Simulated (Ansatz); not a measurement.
**ZrHg: how the settings move a single-point run**

How sensitive is a single-point run of ZrHg to its settings? A reference run comes first, then two runs with altered input.

Program: Ansatz 0.2.0. Level of theory: reference: DFT, PBEsol, PAW with Ansatz's default frozen-core files, fully relativistic files with spin-orbit coupling; levels and slopes on a fine mesh. These are calculated values, not measurements.

### 1 The structure to begin with

Symmetry: P4/mmm, No. 123, tetragonal system. The conventional cell has a = 3.112 Å, b = 3.112 Å, c = 4.230 Å, α = 90.00°, β = 90.00°, γ = 90.00°. Zr (site symmetry 4/mmm) has 8 Hg at 3.05 Å and 4 Zr at 3.11 Å as nearest neighbours. Hg (site symmetry 4/mmm) has 8 Zr at 3.05 Å and 4 Hg at 3.11 Å as nearest neighbours.

Coordinates:

```xyz
2
Lattice="3.1122 0.0000 0.0000 0.0000 3.1122 0.0000 0.0000 0.0000 4.2296" Properties=species:S:1:pos:R:3 pbc="T T T"
Zr    1.5561    1.5561    2.1148
Hg    0.0000    0.0000    0.0000
```

### 2 Baseline

Contents of input.yaml:

```yaml
crystal:
  lattice:
    - [3.11222406135, 0.0, 0.0]
    - [0.0, 3.11222406135, 0.0]
    - [0.0, 0.0, 4.229621171]
  atoms:
    - { symbol: Zr, position: [0.5, 0.5, 0.5] }
    - { symbol: Hg, position: [0.0, 0.0, 0.0] }
kpoints:
  mp_grid: { grid: [12, 12, 10] }
scf:
  occupations: { method: fermi_dirac, width: 0.05 }
hamiltonian:
  xc: pbesol
  pseudopotentials: { kind: paw_fr }
magnetization:
  noncollinear: true
  spin_orbit: true
output:
  forces: true
  stress: true
  eigenvalues: true
  eigenstates:
    nscf_kmesh: { grid: [14, 14, 10] }
    de_dk: true
    e_range: [-14, 14]
checkpoint:
  write: ck
  write_wavefunctions: false
```

Launch:

```sh
$ ansatz run input.yaml --threads 1 --pin off --max-ram 3072MiB --backend cpu --events-out ev --progress --plain --runs-dir out
```

The main lines of its log:

```text
[...]
Basis set: ecut = 420 eV, 799 PW (Γ), exchange–correlation on 48×48×60 points (8 copies of the dense FFT grid, shifted against one another)
[...]
Magnetic group: BNS 123.340 (UNI 1000), of the structure as read, at distance tolerance 3.4e-5 Å
k-points: 168 of 1440
[...]
SCF iter   1: F=—  HF=-17842.019371 eV  |F-HF|=—  |Δ(HF+E_count)|=         —  Δρ=1.48e-1  dr2=1.99e1  dr2_m=0.00e0 (ungated)  ethr=3.10e-3  |M|=0.00e0 ∫|m|=0.00e0 μB  |m|>n=0.0e0 m-floor=0.0e0 τ_xc=0.0e0  β_m=0.30  ⟨swp⟩=7.3  Hψ=15127  notcnv=0  defer=4
preconditioner: auto → Kerker (q_TF=auto, 2.618 Å⁻¹)  [metal: Δε(μ)=0.002 eV  Ē_g=5.717 eV  σ=0.050 eV  W_gap=0.01  n_scr=14 (ndim 8)  ℏωp=23.2 eV  f_vac=0.000  D(μ)=2.00/eV (n_scr^D=20)]
[...]
SCF iter   2: F=—  HF=-17839.429515 eV  |F-HF|=—  |Δ(HF+E_count)|=    2.59e0  Δρ=7.36e-2  dr2=5.81e0  dr2_m=0.00e0 (ungated)  ethr=3.10e-3  |M|=0.00e0 ∫|m|=0.00e0 μB  |m|>n=0.0e0 m-floor=0.0e0 τ_xc=0.0e0  β_m=0.45  ⟨swp⟩=2.3  Hψ=6468  notcnv=0  defer=258
[...]
SCF iter  11: F=—  HF=-17838.090785 eV  |F-HF|=—  |Δ(HF+E_count)|=  3.27e-11  Δρ=2.37e-7  dr2=2.16e-11  dr2_m=0.00e0 (ungated)  ethr=1.00e-12  |M|=0.00e0 ∫|m|=0.00e0 μB  |m|>n=0.0e0 m-floor=0.0e0 τ_xc=0.0e0  β_m=1.00  ⟨swp⟩=2.3  Hψ=4650  notcnv=0  defer=352
SCF iter  12: F=-17838.090785 eV  HF=-17838.090785 eV  |F-HF|=3.64e-12  |Δ(HF+E_count)|=    0.00e0  Δρ=4.13e-8  dr2=5.06e-13  dr2_m=0.00e0 (ungated)  ethr=1.00e-12  |M|=0.00e0 ∫|m|=0.00e0 μB  |m|>n=0.0e0 m-floor=0.0e0 τ_xc=0.0e0  ⟨swp⟩=10.9  Hψ=15396  notcnv=0
[...]
SCF converged after 12 iterations
Magnetization: |M| = 0.0000 μB,  M = (+0.0000, +0.0000, +0.0000) μB
[...]
Free energy (F): -17838.090785 eV
[...]
E sigma→0 (E₀):  -17838.084186 eV
[...]
Fermi energy:    16.930492 eV
[...]
  P = ⅓ Tr σ = -0.9993 GPa (-9.993 kbar)
[...]
```

It took 2.4 min on 1 thread of Arm Neoverse V1, shared host; peak memory 0.71 GiB.

### 3 Variant: dispersion d3bjatm, ecutrho_ratio 9

Edit input.yaml of step 2 so:

```diff
@@ -15,2 +15,3 @@
   pseudopotentials: { kind: paw_fr }
+  dispersion: d3bjatm
 magnetization:
@@ -29 +30,3 @@
   write_wavefunctions: false
+basis:
+  ecutrho_ratio: 9
```

Launch:

```sh
$ ansatz run input.yaml --threads 1 --pin off --max-ram 3072MiB --backend cpu --events-out ev --progress --plain --runs-dir out
```

Output (excerpt; [...] marks lines left out):

```text
[...]
Pseudopotentials: kind: paw_fr
Pseudopotential: Zr, paw_fr, valence charge 12, recommended cutoff 420 eV (normal), Zr.paw.azcp#standard-fr
Pseudopotential: Hg, paw_fr, valence charge 20, recommended cutoff 420 eV (normal), Hg.paw.azcp#standard-fr
Functional definition: PBEsol
[...]
non-collinear run that drives no moment, with spin-orbit: no starting moment large enough to seed its density (crystal.atoms[].spin), no starting occupations that ask for one, no magnetisation constraint and no magnetic field, so the semilocal B_xc is pinned to zero
Crystal: 2 atoms, lattice volume = 40.968 Å³
Basis set: ecut = 420 eV, 799 PW (Γ), exchange–correlation on 64×64×90 points (8 copies of the dense FFT grid, shifted against one another)
Bands: 40, of which v1, the nominal top of the filled ones, is band 32 counted from 1 (31 counted from 0)
Symmetry: 16 space group operations + 16 with time reversal
Magnetic group: BNS 123.340 (UNI 1000), of the structure as read, at distance tolerance 3.4e-5 Å
k-points: 168 of 1440
Projection manifold: j_resolved (fully-relativistic pseudo-atomic orbitals)
[...]
SCF iter   1: F=—  HF=-17843.055027 eV  |F-HF|=—  |Δ(HF+E_count)|=         —  Δρ=1.48e-1  dr2=1.99e1  dr2_m=0.00e0 (ungated)  ethr=3.10e-3  |M|=0.00e0 ∫|m|=0.00e0 μB  |m|>n=0.0e0 m-floor=0.0e0 τ_xc=0.0e0  β_m=0.30  ⟨swp⟩=7.3  Hψ=15131  notcnv=0  defer=4
[...]
NSCF: frozen V_eff on 216 k-points
SCF converged after 12 iterations
Magnetization: |M| = 0.0000 μB,  M = (+0.0000, +0.0000, +0.0000) μB
Absolute magnetization: 0.0000 μB (∫|m|)
  site 0: m = (+0.0000, +0.0000, +0.0000) μB, |m| = 0.0000 μB  (R = 1.26 Å)
  site 1: m = (+0.0000, +0.0000, +0.0000) μB, |m| = 0.0000 μB  (R = 1.26 Å)
Free energy (F): -17839.126470 eV
[...]
E sigma→0 (E₀):  -17839.119871 eV
Entropy (-TS):   -0.013198 eV (-6.599 meV/atom)
Fermi energy:    16.930492 eV
[...]
--- Forces (eV/Å), atoms counted from 1 ---
  atom   1  Zr     0.00000000     0.00000000     0.00000000
  atom   2  Hg    -0.00000000     0.00000000     0.00000000
[...]
--- Stress (GPa, compression-positive) ---
       -4.514587       0.000000       0.000000
        0.000000      -4.514587       0.000000
        0.000000       0.000000      -5.174159
  P = ⅓ Tr σ = -4.7344 GPa (-47.344 kbar)
--- Band table (eV; the first three rows and the last of 168) ---
[...]
--- Fermi surface from the table of eigenstates, both spin states counted (twice the sheets' area in a run without spin) ---
  How far the three rows differ hints at the mesh's error and does not bound it.
  reading                E - E_F (eV)   area (Å⁻²)  resistivity times mean free path along x, y, z (Ω·m²), under one mean free path over the surface
  by tetrahedra                0.0086       32.044  7.5149e-16  7.5149e-16  2.0699e-15
  by the states' slopes        0.0234       32.170  7.4002e-16  7.4002e-16  2.2013e-15
  on every second point       -0.0282       28.715  8.5451e-16  8.5451e-16  2.0951e-15
```

Run time: 2.3 min. Hardware: 1 thread of Arm Neoverse V1, shared host; peak memory 0.77 GiB.

Changing the dispersion term and numerical grids moves the energy by -517.8 meV/atom, and the pressure goes from -1.0 to -4.7 GPa.

### 4 Variant: eigensolver.kind davidson, hubbard.sites [{species: Zr, l: d, u_eff: 1.0}], hubbard.double_counting fll

Edit input.yaml of step 2 so:

```diff
@@ -12,2 +12,3 @@
   occupations: { method: fermi_dirac, width: 0.05 }
+  eigensolver: { kind: davidson }
 hamiltonian:
@@ -15,2 +16,3 @@
   pseudopotentials: { kind: paw_fr }
+  hubbard: { sites: [{ species: Zr, l: d, u_eff: 1.0 }], double_counting: fll }
 magnetization:
```

Launch:

```sh
$ ansatz run input.yaml --threads 1 --pin off --max-ram 3072MiB --backend cpu --events-out ev --progress --plain --runs-dir out
```

Output (excerpt; [...] marks lines left out):

```text
Zr: projections on atomic orbitals take those of the free atom [Ar 3d10] 4s2 4p6 4d2 5s2, of charge +0.00 (hamiltonian.pseudopotentials.projection_atoms); the dataset's partial waves leave at most 1.5e-8 of an orbital's norm unspanned inside its sphere
Hg: projections on atomic orbitals take those of the free atom [Kr 4d10 4f14] 5s2 5p6 5d10 6s2, of charge +0.00 (hamiltonian.pseudopotentials.projection_atoms); the dataset's partial waves leave at most 5.5e-6 of an orbital's norm unspanned inside its sphere
[...]
[... 4 set-up lines as earlier in the session ...]
[...]
  atom   1  Zr     0.00000000     0.00000000     0.00000000
  atom   2  Hg    -0.00000000     0.00000000     0.00000000
[...]
--- Stress (GPa, compression-positive) ---
        0.060068       0.000000       0.000000
        0.000000       0.060068       0.000000
        0.000000       0.000000      -0.471892
  P = ⅓ Tr σ = -0.1173 GPa (-1.173 kbar)
--- Band table (eV; the first three rows and the last of 168) ---
[...]
Occupation matrices written to <dir>
--- Fermi surface from the table of eigenstates, both spin states counted (twice the sheets' area in a run without spin) ---
  How far the three rows differ hints at the mesh's error and does not bound it.
  reading                E - E_F (eV)   area (Å⁻²)  resistivity times mean free path along x, y, z (Ω·m²), under one mean free path over the surface
  by tetrahedra                0.0132       31.226  7.6281e-16  7.6281e-16  2.2605e-15
  by the states' slopes        0.0274       30.165  7.8575e-16  7.8575e-16  2.4111e-15
  on every second point       -0.0212       27.109  9.0043e-16  9.0043e-16  2.2778e-15
```

Run time: 4 min. Hardware: 1 thread of Arm Neoverse V1, shared host; peak memory 1 GiB.

Changing the solver and Hubbard U moves the energy by +560.8 meV/atom, and the pressure goes from -1.0 to -0.1 GPa. The U term adds an energy of its own, so the shift says nothing about which run is better.

### 5 Comparison

| run | ending | energy change | pressure (GPa) | gap (eV) | force (eV/Å) | cycles | time |
| --- | --- | --- | --- | --- | --- | --- | --- |
| reference | converged | 0 | -1.0 | 0.00 | 0.00 | - | 2.4 min |
| 1: dispersion d3bjatm, ecutrho_ratio 9 | converged | -517.8 meV/atom (offset of the dispersion model) | -4.7 | 0.00 | 0.00 | 12 | 2.3 min |
| 2: eigensolver.kind davidson, hubbard.sites [{species: Zr, l: d, u_eff: 1.0}], hubbard.double_counting fll | converged | +560.8 meV/atom (U changed: no physical gain or loss) | -0.1 | 0.00 | 0.00 | 12 | 4 min |

Residual by cycle in the longest SCF loop of each run; runs are numbered as in the table. The quantity is the density residual dr2, in eV.

| cycle | reference | run 1 | run 2 |
| --- | --- | --- | --- |
| 1 | 19.9 | 19.9 | 17.9 |
| 2 | 5.81 | 5.81 | 5.9 |
| 3 | 0.568 | 0.568 | 0.485 |
| 4 | 0.117 | 0.117 | 0.063 |
| 5 | 0.00993 | 0.00993 | 0.00225 |
| 6 | 2.5e-4 | 2.5e-4 | 2.7e-4 |
| 7 | 8.4e-6 | 8.4e-6 | 5.5e-6 |
| 8 | 3.8e-7 | 3.8e-7 | 2.7e-7 |
| 9 | 2.7e-8 | 2.7e-8 | 7.8e-9 |
| 10 | 3.0e-10 | 3.0e-10 | 5.8e-10 |
| 11 | 2.2e-11 | 2.2e-11 | 1.8e-11 |
| 12 | 5.1e-13 | 5.0e-13 | 5.0e-13 |

**Reading.** A changed U is a change of model: its shifts are not errors of convergence.
